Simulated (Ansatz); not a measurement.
# CH3BrMgO (SMILES C[O][Mg][Br]): a relaxed scan of the bond length C1–H7

Aim: the energy along the bond length C1–H7, from CCSD(T) and from cheaper methods, relative to the minimum. At each value the rest of the molecule is relaxed at PBE0-D4 with the distance held.

Computed with Ansatz 0.2.0, Gaussian basis. Level: single points in def2-TZVPP.

Levels: PBE-D4, r2SCAN-D4, PBE0-D4, B3LYP-D4, wB97M-V, Hartree-Fock, MP2, CCSD, CCSD(T). The scan takes 0.967, 1.005, 1.061, 1.127, 1.199, 1.277, 1.360, 1.447, 1.538 Å.

Correlated methods freeze the cores. Filled d shells of the heavier atoms are correlated. The outer core shell of Li, Na, Mg and K is correlated. B3LYP uses VWN-RPA correlation.

19 further runs of the same task are left out: 19 set aside as unsound or not needed.

**1. The starting structure**

The minimum, relaxed at PBE0-D4: SMILES `C[O][Mg][Br]`, 7 atoms, charge 0, spin multiplicity 1.

Atoms are counted from 1 here; the program's logs count them from 0.

Bond lengths: C1–O2 1.378 Å, C1–H5 1.099 Å, C1–H6 1.099 Å, C1–H7 1.099 Å, O2–Mg3 1.749 Å, Mg3–Br4 2.326 Å. Angles: O2–C1–H5 111.6°, O2–C1–H6 111.6°, O2–C1–H7 111.6°, H5–C1–H6 107.2°, H5–C1–H7 107.2°, H6–C1–H7 107.2°, C1–O2–Mg3 180.0°, O2–Mg3–Br4 180.0°.

As a file:

```
C     0.7431    0.9862    0.1633
O    -0.0670   -0.1126   -0.0241
Mg   -1.0953   -1.5070   -0.2619
Br   -2.4628   -3.3616   -0.5782
H     0.8967    1.5403   -0.7731
H     0.3113    1.6882    0.8901
H     1.7352    0.6986    0.5381
```

Energies of the minimum (eV), from earlier single points: PBE-D4 -78610.33796, r2SCAN-D4 -78625.19930, PBE0-D4 -78613.48577, B3LYP-D4 -78629.59921, wB97M-V -78622.52052, CCSD(T) -78575.56808.

At the minimum the bond length C1–H7 is 1.099 Å.

**2. C1–H7 = 0.967 Å**

relax/in.yaml

```yaml
crystal:
  periodic: [false, false, false]
  atoms:
    - {symbol: C, position_ang: [0.743069, 0.986229, 0.163330]}
    - {symbol: O, position_ang: [-0.066967, -0.112641, -0.024061]}
    - {symbol: Mg, position_ang: [-1.095282, -1.507000, -0.261914]}
    - {symbol: Br, position_ang: [-2.462836, -3.361618, -0.578199]}
    - {symbol: H, position_ang: [0.896672, 1.540312, -0.773063]}
    - {symbol: H, position_ang: [0.311280, 1.688216, 0.890108]}
    - {symbol: H, position_ang: [1.616137, 0.733110, 0.493136]}
basis:
  gaussian: {orbitals: def2-TZVP}
hamiltonian: {xc: pbe0, dispersion: d4}
relax: {f_tol: 0.005, max_steps: 200, constraints: [{distance: [0, 6]}]}
```

No record of the launch command was kept for these runs.

The runs that follow: C1–H7 = 1.005 Å; C1–H7 = 1.061 Å; C1–H7 = 1.127 Å; C1–H7 = 1.199 Å; C1–H7 = 1.277 Å; C1–H7 = 1.360 Å; C1–H7 = 1.447 Å; C1–H7 = 1.538 Å.

Before running it: what results should come out? Wanted: highest point, CCSD(T); lowest point, CCSD(T); minimum along the scan, CCSD(T); RMS deviation from CCSD(T); largest T1 diagnostic.

The runs gave:

| quantity | value |
| --- | --- |
| highest point, CCSD(T) | 129.9 kJ/mol at 1.538 Å |
| lowest point, CCSD(T) | 0.0 kJ/mol at 1.099 Å |
| minimum along the scan, CCSD(T) | 1.096 Å |
| curvature there | 31.5 eV/Å² |
| RMS deviation from CCSD(T) | PBE-D4 7.1, r2SCAN-D4 2.3, PBE0-D4 0.8, B3LYP-D4 2.1, wB97M-V 1.6, Hartree-Fock 8.4, MP2 4.7, CCSD 1.8 kJ/mol |
| largest T1 diagnostic | 0.010 |

What this shows: A polynomial through the near points puts the CCSD(T) minimum 0.003 Å below the PBE0-D4 value. The well is lopsided: squeezing costs more than stretching by the same length. Curvature against CCSD(T): PBE-D4 -7 %, Hartree-Fock +8 %. PBE0-D4 follows the CCSD(T) curve best and Hartree-Fock worst.
